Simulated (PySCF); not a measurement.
# C₉H₃N₅S₄V (-2) (doublet): open-shell or spin-flip excitations

Wanted: open-shell or spin-flip excitations for C₉H₃N₅S₄V (-2) (doublet) (`C[N]=[V-2]12([S]C(C#N)=C(C#N)[S]1)[S]C(C#N)=C(C#N)[S]2`).

Computed with PySCF 2.14.0 and routines of our own; the level stands in each step. Atoms count from 0.

## 1. The starting structure

22 atoms, charge -2, multiplicity 2; geometry from: GFN2-xTB.

## 2. Open-shell or spin-flip excitations: unrestricted TDA PBE0/def2-SVP V:def2-TZVP in water

What the job is given:

```
{"job": {"kind": "uabs", "xc": "PBE0", "basis": {"default": "def2-SVP", "V": "def2-TZVP"}, "nstates": 15, "tda": true, "pol": false, "solvent": "water"}, "charge": -2, "multiplicity": 2}
V      0.002940     0.000930     0.033460
N     -0.005180    -0.008200     1.630680
C     -0.013630    -0.016280     3.027060
H     -0.675180    -0.816230     3.388920
H      1.005980    -0.188790     3.399650
H     -0.377290     0.953040     3.396200
S      2.261860    -0.023180    -0.577420
C      2.633370     1.658720    -0.812790
C      3.969710     1.957280    -1.078350
N      5.081580     2.160020    -1.309610
C      1.665150     2.636250    -0.793560
C      1.973580     3.974850    -1.036460
N      2.185190     5.089910    -1.242870
S     -0.015140     2.277000    -0.533830
S     -2.248910     0.032750    -0.599020
C     -2.624750    -1.649260    -0.826750
C     -3.962620    -1.946880    -1.085370
N     -5.076260    -2.148650    -1.308870
C     -1.657140    -2.627540    -0.810080
C     -1.967270    -3.966520    -1.048520
N     -2.180670    -5.081940    -1.251160
S      0.024680    -2.267280    -0.561320
```

Level: unrestricted TDA PBE0/def2-SVP V:def2-TZVP, vertical, IEF-PCM water (non-equilibrium linear response), core orbitals frozen in the response.

On the command line:

```
$ OMP_NUM_THREADS=4 python excited_run.py task.json out
```

One launch serves the whole session: the jobs run in the order shown.

Output:

```text
coarse grid: 112464 points
cycle   1  E = -3151.9033215199  dE =  4.201e+00  |g| = 1.869e+00  |ddm| = 4.994e+00
cycle   2  E = -3144.7454187929  dE =  7.158e+00  |g| = 3.724e+00  |ddm| = 6.110e+00
cycle   3  E = -3152.5877743502  dE = -7.842e+00  |g| = 1.241e+00  |ddm| = 5.543e+00
cycle   4  E = -3152.4681370587  dE =  1.196e-01  |g| = 1.519e+00  |ddm| = 1.613e+00
cycle   5  E = -3153.2071555041  dE = -7.390e-01  |g| = 3.113e-01  |ddm| = 7.121e-01
cycle   6  E = -3153.2156119971  dE = -8.456e-03  |g| = 2.699e-01  |ddm| = 3.621e-01
cycle   7  E = -3153.2445210069  dE = -2.891e-02  |g| = 5.481e-02  |ddm| = 1.965e-01
cycle   8  E = -3153.2457655922  dE = -1.245e-03  |g| = 2.136e-02  |ddm| = 6.069e-02
cycle   9  E = -3153.2460484795  dE = -2.829e-04  |g| = 8.000e-03  |ddm| = 2.784e-02
cycle  10  E = -3153.2461379423  dE = -8.946e-05  |g| = 3.880e-03  |ddm| = 1.574e-02
cycle  11  E = -3153.2462104620  dE = -7.252e-05  |g| = 2.993e-03  |ddm| = 1.796e-02
cycle  12  E = -3153.2462572702  dE = -4.681e-05  |g| = 1.970e-03  |ddm| = 2.313e-02
cycle  13  E = -3153.2462603278  dE = -3.058e-06  |g| = 1.152e-03  |ddm| = 4.154e-03
final grid: 232224 points
cycle  14  E = -3153.2462259164  dE =  5.331e-06  |g| = 4.157e-03  |ddm| = 5.831e-03
cycle  15  E = -3153.2461147012  dE =  1.112e-04  |g| = 1.835e-02  |ddm| = 1.404e-02
cycle  16  E = -3153.2462312079  dE = -1.165e-04  |g| = 1.690e-03  |ddm| = 1.124e-02
cycle  17  E = -3153.2462324756  dE = -1.268e-06  |g| = 1.553e-04  |ddm| = 1.368e-03
cycle  18  E = -3153.2462325470  dE = -7.138e-08  |g| = 1.228e-04  |ddm| = 5.571e-04
cycle  19  E = -3153.2462326034  dE = -5.646e-08  |g| = 7.000e-05  |ddm| = 6.283e-04
cycle  20  E = -3153.2462326127  dE = -9.252e-09  |g| = 3.036e-05  |ddm| = 2.124e-04
cycle  21  E = -3153.2462326167  dE = -3.964e-09  |g| = 2.258e-05  |ddm| = 1.713e-04
cycle  22  E = -3153.2462326176  dE = -9.450e-10  |g| = 1.302e-05  |ddm| = 8.449e-05
converged SCF energy = -3153.2462326176

<S^2> of the reference = 0.7803 (exact 0.7500)

Excitations
state   eV       nm        f      <S^2>   main configurations
  1   1.8164    682.6   0.00000   2.774   Ha->La 0.45, Hb->Lb 0.40  LC
  2   1.9452    637.4   0.00004   2.774   Ha->L+1a 0.41, Hb->L+1b 0.36, H-1b->Lb 0.11, H-2a->La 0.10  LC
  3   2.4211    512.1   0.00006   1.048   Hb->L+2b 0.97  LMCT
  4   2.6305    471.3   0.00008   0.785   Hb->Lb 0.49, Ha->La 0.46  LLCT
  5   2.6994    459.3   0.00005   0.785   H-1a->L+5a 0.37, H-1a->L+6a 0.27, H-1a->L+1a 0.24, H-1a->L+10a 0.09  MC
  6   2.8843    429.9   0.02102   0.787   H-1a->L+3a 0.52, H-1a->La 0.17, Ha->L+1a 0.11, Hb->L+1b 0.10  MLCT
  7   2.9274    423.5   0.06180   0.789   Hb->L+1b 0.34, Ha->L+1a 0.34, H-1a->L+3a 0.15  LLCT
  8   3.0100    411.9   0.00088   0.782   H-1a->L+4a 0.87  MC
  9   3.0986    400.1   0.00018   0.816   H-1a->L+2a 0.48, H-1a->L+6a 0.25, H-1a->L+5a 0.15  MC
 10   3.1801    389.9   0.00009   0.819   H-1a->La 0.74, H-1a->L+3a 0.20  MLCT
 11   3.2686    379.3   0.00003   2.744   H-1b->Lb 0.41, H-2a->La 0.30, Hb->L+1b 0.14, Ha->L+1a 0.08  LLCT
 12   3.3163    373.9   0.00039   2.723   H-1b->L+1b 0.19, H-2a->L+1a 0.16, H-3a->La 0.14, H-2b->Lb 0.13  LLCT
 13   3.3205    373.4   0.00035   2.733   H-3a->La 0.23, H-2b->Lb 0.19, H-1b->L+1b 0.14, H-2a->L+1a 0.12  LC
 14   3.4546    358.9   0.00078   1.252   H-1b->L+2b 0.83  LMCT
 15   3.4625    358.1   0.00231   2.603   H-3a->L+1a 0.21, H-4a->La 0.16, H-3b->Lb 0.16, H-2b->L+1b 0.15  LC
```

It took 7.4 min on 4 threads of Arm Neoverse V1, shared host; peak memory 2.5 GiB.

In short:

```tsv
quantity	value
⟨S²⟩	0.780
```

Löwdin spin populations:

V0 1.19; N1 -0.18; C2 0.00; H3 -0.01; H4 -0.01; H5 -0.01; S6 -0.01; C7 0.01; C8 0.00; N9 0.00; C10 0.01; C11 0.00; N12 0.00; S13 -0.01; S14 -0.01; C15 0.01; C16 0.00; N17 0.00; C18 0.01; C19 0.00; N20 0.00; S21 -0.01

## 3. Open-shell or spin-flip excitations: unrestricted TDA PBE0/ANO-RCC-VDZP

Settings changed since step 2:

```diff
@@ -1,2 +1,2 @@
-{"job": {"kind": "uabs", "xc": "PBE0", "basis": {"default": "def2-SVP", "V": "def2-TZVP"}, "nstates": 15, "tda": true, "pol": false, "solvent": "water"}, "charge": -2, "multiplicity": 2}
+{"job": {"kind": "uabs", "xc": "PBE0", "basis": "ANO-RCC-VDZP", "nstates": 25, "tda": true}, "charge": -2, "multiplicity": 2}
 V      0.002940     0.000930     0.033460
```

Method: unrestricted TDA PBE0/ANO-RCC-VDZP, vertical, gas phase, core orbitals frozen in the response.

Output:

```text
coarse grid: 112464 points
cycle   1  E = -3149.5806232519  dE =  4.773e+00  |g| = 1.882e+00  |ddm| = 5.713e+00
cycle   2  E = -3132.5889447902  dE =  1.699e+01  |g| = 4.780e+00  |ddm| = 7.505e+00
cycle   3  E = -3148.8923111646  dE = -1.630e+01  |g| = 1.983e+00  |ddm| = 6.193e+00
cycle   4  E = -3148.9243774439  dE = -3.207e-02  |g| = 2.572e+00  |ddm| = 4.745e+00
cycle   5  E = -3149.8323704207  dE = -9.080e-01  |g| = 1.882e+00  |ddm| = 5.345e-01
cycle   6  E = -3149.6658115424  dE =  1.666e-01  |g| = 2.004e+00  |ddm| = 8.075e-01
cycle   7  E = -3150.4598922517  dE = -7.941e-01  |g| = 1.217e+00  |ddm| = 7.251e-01
cycle   8  E = -3150.8276954630  dE = -3.678e-01  |g| = 5.845e-01  |ddm| = 6.826e-01
cycle   9  E = -3150.9606652648  dE = -1.330e-01  |g| = 1.347e-01  |ddm| = 8.667e-01
cycle  10  E = -3150.9820731257  dE = -2.141e-02  |g| = 1.380e-01  |ddm| = 5.288e-01
cycle  11  E = -3150.9941848185  dE = -1.211e-02  |g| = 5.976e-02  |ddm| = 2.272e-01
cycle  12  E = -3150.9995626163  dE = -5.378e-03  |g| = 3.020e-02  |ddm| = 2.418e-01
cycle  13  E = -3151.0005802201  dE = -1.018e-03  |g| = 4.196e-02  |ddm| = 1.554e-01
cycle  14  E = -3151.0012428532  dE = -6.626e-04  |g| = 1.073e-02  |ddm| = 5.345e-02
cycle  15  E = -3151.0015010071  dE = -2.582e-04  |g| = 1.602e-02  |ddm| = 4.908e-02
cycle  16  E = -3151.0016913584  dE = -1.904e-04  |g| = 9.977e-03  |ddm| = 3.243e-02
cycle  17  E = -3151.0018004205  dE = -1.091e-04  |g| = 8.452e-03  |ddm| = 4.349e-02
cycle  18  E = -3151.0018449266  dE = -4.451e-05  |g| = 3.028e-03  |ddm| = 1.379e-02
cycle  19  E = -3151.0018675309  dE = -2.260e-05  |g| = 1.230e-03  |ddm| = 1.645e-02
cycle  20  E = -3151.0018729059  dE = -5.375e-06  |g| = 9.503e-04  |ddm| = 9.089e-03
final grid: 232224 points
cycle  21  E = -3151.0017809133  dE =  8.410e-07  |g| = 2.127e-03  |ddm| = 4.042e-03
cycle  22  E = -3151.0017627524  dE =  1.816e-05  |g| = 7.108e-03  |ddm| = 8.023e-03
cycle  23  E = -3151.0017817546  dE = -1.900e-05  |g| = 2.097e-03  |ddm| = 6.415e-03
cycle  24  E = -3151.0017833531  dE = -1.598e-06  |g| = 2.556e-04  |ddm| = 1.606e-03
cycle  25  E = -3151.0017834421  dE = -8.907e-08  |g| = 2.130e-04  |ddm| = 6.042e-04
cycle  26  E = -3151.0017835926  dE = -1.505e-07  |g| = 1.724e-04  |ddm| = 1.372e-03
cycle  27  E = -3151.0017836444  dE = -5.178e-08  |g| = 7.071e-05  |ddm| = 8.890e-04
cycle  28  E = -3151.0017836505  dE = -6.137e-09  |g| = 3.290e-05  |ddm| = 1.998e-04
cycle  29  E = -3151.0017836547  dE = -4.136e-09  |g| = 2.244e-05  |ddm| = 2.567e-04
cycle  30  E = -3151.0017836549  dE = -2.128e-10  |g| = 2.084e-05  |ddm| = 5.671e-05
converged SCF energy = -3151.0017836549

Static polarisability (au): isotropic 269.689, principal 171.070 262.302 375.694

<S^2> of the reference = 0.7788 (exact 0.7500)

Excitations
state   eV       nm        f      <S^2>   main configurations
  1   1.7831    695.3   0.00000   2.774   Ha->La 0.45, Hb->Lb 0.40  LC
  2   1.9212    645.3   0.00003   2.773   Ha->L+1a 0.41, Hb->L+1b 0.35, H-1b->Lb 0.11, H-2a->La 0.10  LC
  3   2.3522    527.1   0.00004   1.076   Hb->L+2b 0.96  LMCT
  4   2.6203    473.2   0.00011   0.787   Hb->Lb 0.48, Ha->La 0.46  LLCT
  5   2.7196    455.9   0.00004   0.783   H-1a->L+6a 0.45, H-1a->L+7a 0.22, H-1a->L+1a 0.20  MC
  6   2.8155    440.4   0.00174   0.777   H-1a->L+4a 0.69, H-1a->La 0.18  MC
  7   2.9288    423.3   0.01213   0.784   H-1a->L+5a 0.67, Ha->L+1a 0.09  MC
  8   2.9316    422.9   0.04620   0.791   Ha->L+1a 0.34, Hb->L+1b 0.33, H-1a->L+5a 0.19  LLCT
  9   3.0193    410.6   0.00023   0.812   H-1a->L+3a 0.32, H-1a->L+2a 0.24, H-1a->L+7a 0.23  MC
 10   3.2297    383.9   0.00005   2.720   H-1b->Lb 0.40, H-2a->La 0.30, Hb->L+1b 0.14, Ha->L+1a 0.08  LLCT
 11   3.2816    377.8   0.00006   2.600   H-1b->L+1b 0.32, H-2a->L+1a 0.23, Ha->L+4a 0.18  LLCT
 12   3.2992    375.8   0.00001   0.857   H-1a->La 0.78, H-1a->L+4a 0.14  MLCT
 13   3.3352    371.7   0.00061   1.784   H-1b->L+2b 0.54, H-3a->La 0.12, H-2b->Lb 0.09  LC
 14   3.3479    370.3   0.00342   2.106   H-1b->L+2b 0.31, H-3a->La 0.12, H-2b->Lb 0.11, Ha->L+2a 0.10  LC
 15   3.3523    369.8   0.00674   2.542   Ha->L+2a 0.27, Ha->L+3a 0.13, H-3a->La 0.11, H-2b->Lb 0.10  LC
 16   3.4378    360.6   0.00209   2.431   Ha->L+5a 0.53, Ha->L+4a 0.09  LMCT
 17   3.5101    353.2   0.00627   2.565   H-3b->Lb 0.20, Ha->L+2a 0.20, H-4a->La 0.18, H-3a->L+1a 0.18  LC
 18   3.5467    349.6   0.00007   2.088   Ha->L+4a 0.49, H-2a->L+1a 0.13, Ha->L+5a 0.10  LLCT
 19   3.5823    346.1   0.00001   0.915   H-1a->L+1a 0.72, H-1a->L+6a 0.11  MLCT
 20   3.7069    334.5   0.00358   1.286   Hb->L+3b 0.89  LLCT
 21   3.7470    330.9   0.00008   0.994   H-2b->L+2b 0.84  LMCT
 22   3.7744    328.5   0.00315   2.070   Ha->L+3a 0.66, Ha->L+2a 0.27  LLCT
 23   3.8212    324.5   0.02275   1.714   Ha->L+6a 0.48, Ha->L+7a 0.21, H-2a->La 0.16  LMCT
 24   3.8929    318.5   0.00152   2.364   H-3a->L+4a 0.21, H-4a->L+1a 0.11, H-3b->L+1b 0.11  LC
 25   3.9033    317.6   0.03471   2.011   Ha->L+6a 0.31, Ha->L+7a 0.27  LC
```

It took 13 min on 4 threads of Arm Neoverse V1, shared host; peak memory 2.7 GiB.

Warnings kept with the result: the highest occupied orbital has positive energy: the anion is not bound at this level.

From this job:

```tsv
quantity	value
⟨S²⟩	0.779
```

## 4. Results

```
                                                                                                           quantity                        value
lowest and brightest state of nearly pure spin, of 15 (step 2, unrestricted TDA PBE0/def2-SVP V:def2-TZVP in water)  2.63 eV; 2.93 eV, f = 0.062
                 lowest and brightest state of nearly pure spin, of 25 (step 3, unrestricted TDA PBE0/ANO-RCC-VDZP)  2.62 eV; 2.93 eV, f = 0.046
```

States whose ⟨S²⟩ lies well above the reference's are mixtures of spin states, an artefact of the unrestricted response, and are left out of the summary. For an anion in the gas phase, states above the energy of detachment are held by the basis alone, so excitations and responses hang on it. The lowest state of nearly pure spin runs from 2.62 to 2.63 eV over the runs. The geometry comes from tight binding, which is rough for metal atoms, and these values hang on it.
